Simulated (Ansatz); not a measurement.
What does this script print? It uses Ansatz 0.2.0 through its Python package.

`ge.extxyz`
```text
1
Lattice="1.397149 -2.600516 0.0 1.397149 2.600516 0.0 0.0 0.0 2.698231" Properties=species:S:1:pos:R:3 pbc="T T T"
Ge    1.39714900    0.00000000    0.00000000
```

The script, `ge_vcrelax.py`:
```python
# -*- coding: utf-8 -*-
"""Cell relaxation of Ge."""

import ansatz as az
from ase import Atoms
from ase.neighborlist import neighbor_list
import numpy as np

def edges_and_angles(cell):
    cell = np.asarray(cell)
    a, b, c = np.linalg.norm(cell, axis=1)
    cosines = cell[1] @ cell[2] / (b * c), cell[0] @ cell[2] / (a * c), cell[0] @ cell[1] / (a * b)
    return (a, b, c, *np.degrees(np.arccos(cosines)))


def main():
    crystal = az.Crystal.from_extxyz("ge.extxyz")

    # part of the cell is held
    job = (
        crystal.calculation()
        .functional("PBEsol")
        .pseudopotentials("paw")
        .kpoints(12, 12, 11)
        .occupations("Marzari-Vanderbilt", width=0.05)
        .relax(fix_cell=["c/a", "angles"])
    )
    steps = []


    def collect(event):
        if event["event"] == "relax_step":
            steps.append(event["data"])


    done = job.session().plan().execute(on_event=collect)
    report = done.report
    for s in steps:
        flag = "" if s["accepted"] else "  (rejected)"
        print("step %2d  E = %.5f eV  largest force component = %.4f eV/A%s" % (s["step"], s["lagrangian_ev"], s["allowed_force_max_ev_ang"], flag))

    first, last = steps[0], steps[-1]
    symbols = [site.symbol for site in done.lattice.sites]
    print(f"energy gained {first['lagrangian_ev'] - last['lagrangian_ev']:.4f} eV in {len(steps) - 1} steps")
    for label, vectors in (("before", first["cell_ang"]), ("after", done.lattice.cell_ang)):
        print(label, "a b c (A) {:.4f} {:.4f} {:.4f}  angles {:.2f} {:.2f} {:.2f}".format(*edges_and_angles(vectors)), f" V = {abs(np.linalg.det(vectors)):.3f} A^3")
    print("final stress xx yy zz (GPa, compression positive):", np.round(np.diag(report["stress_gpa"]), 3) + 0.0)

    final = Atoms(symbols, positions=last["positions_ang"], cell=done.lattice.cell_ang, pbc=True)
    i, j, d = neighbor_list("ijd", final, 4.5)
    print("neighbours within 1.15 times the shortest distance of each atom (A)")
    for atom in range(len(final)):
        near = [m for m in np.argsort(d) if i[m] == atom]
        shell = [m for m in near if d[m] < 1.15 * d[near[0]]]
        print(f"{symbols[atom]}{atom} ({len(shell)}):", ", ".join(f"{symbols[j[m]]} {d[m]:.3f}" for m in shell))

    change = np.array(last["positions_ang"]) @ np.linalg.inv(last["cell_ang"]) - np.array(first["positions_ang"]) @ np.linalg.inv(first["cell_ang"])
    moved = np.linalg.norm(change @ np.array(last["cell_ang"]), axis=1)
    print("displacement within the cell, strain taken out (A):", " ".join(f"{s}:{d:.3f}" for s, d in zip(symbols, moved)))

    print("atom   start x y z (A)              end x y z (A)")
    for symbol, a, b in zip(symbols, first["positions_ang"], last["positions_ang"]):
        print(f"{symbol:3s}", " ".join(f"{v:8.4f}" for v in a), "  ", " ".join(f"{v:8.4f}" for v in b))

    print("%-22s %14.5f eV" % ("F = E - TS", report["free_energy_ev"]))
    print("%-22s %14.5f eV" % ("E", report["internal_energy_ev"]))
    print("%-22s %14.5f eV" % ("Harris-Foulkes", report["harris_foulkes_ev"]))
    print("%-22s %14.5f eV" % ("Fermi level", report["fermi_energy_ev"]))

    print(job.to_python())


if __name__ == "__main__":
    main()
```

Output of `python ge_vcrelax.py`:
```text
DeckWarning: basis.ecutwfc = 420 eV, auto-derived from the records' recommended cutoffs: set by Ge (normal level)
DeckWarning: crystal.symmetry: narrowed to the stabiliser of the fixed cell quantities (relax.cell.fix) — unitary ops 8 → 4. The narrowing is safe, since a smaller group never makes results wrong: [...]
step  1  E = -4253.29052 eV  largest force component = 0.0000 eV/A
step  2  E = -4253.30681 eV  largest force component = 0.0000 eV/A
step  3  E = -4253.30871 eV  largest force component = 0.0000 eV/A
step  4  E = -4253.30884 eV  largest force component = 0.0000 eV/A
step  5  E = -4253.30884 eV  largest force component = 0.0000 eV/A
step  6  E = -4253.30860 eV  largest force component = 0.0000 eV/A
energy gained 0.0181 eV in 5 steps
before a b c (A) 2.9521 2.9521 2.6982  angles 90.00 90.00 123.51  V = 19.607 A^3
after a b c (A) 2.9061 2.8583 2.6562  angles 90.00 90.00 123.51  V = 18.397 A^3
final stress xx yy zz (GPa, compression positive): [ 2.298 -2.633  0.357]
neighbours within 1.15 times the shortest distance of each atom (A)
Ge0 (8): Ge 2.656, Ge 2.656, Ge 2.728, Ge 2.728, Ge 2.858, Ge 2.858, Ge 2.906, Ge 2.906
displacement within the cell, strain taken out (A): Ge:0.000
atom   start x y z (A)              end x y z (A)
Ge    1.3971   0.0000   0.0000      1.3642  -0.0136   0.0000
F = E - TS                -4253.30860 eV
E                         -4253.30845 eV
Harris-Foulkes            -4253.30860 eV
Fermi level                  11.22216 eV
(
    az.Lattice.of(((1.397149, -2.600516, 0.0), (1.397149, 2.600516, 0.0), (0.0, 0.0, 2.698231)))
    .atom("Ge", (0.5, 0.5, 0.0))
    .calculation()
    .kpoints(12, 12, 11)
    .functional("pbesol")
    .pseudopotentials(kind="paw")
    .occupations(method="cold", width=0.05)
    .relax(cell=True, fix_cell=("c/a", "angles"))
)
```
(Warnings from the package without file and line, shortened.)

Caveats:
- Absolute energies stand on the zero of these potentials, so only differences at equal settings mean something. A total without «per atom» is that of the cell as typed.
- For a metal this k-point mesh is coarse: on a finer one energies can move by several to tens of meV an atom and pressures by half a GPa or more, differences at one mesh by less.
- The zero of the levels is a convention of the potentials, so an absolute Fermi energy is no work function.
- Energies along a relaxation are free energies. Rows at an unchanged volume are solved on a plane-wave basis chosen afresh for that cell, so the energy jumps there and such rows are no steps of the walk.
- Edges and angles are those of the cell as typed, here a primitive one, not of the conventional cell.
- The cell relaxed to the group P2/m; tensors and edges are in the axes of the typed cell.
- This isn't the structure that Ge takes at ambient conditions.
- Hardware and time: 28 s on 1 thread of Intel(R) Xeon(R) Processor @ 2.30GHz (shared host), peak memory 0.62 GiB.
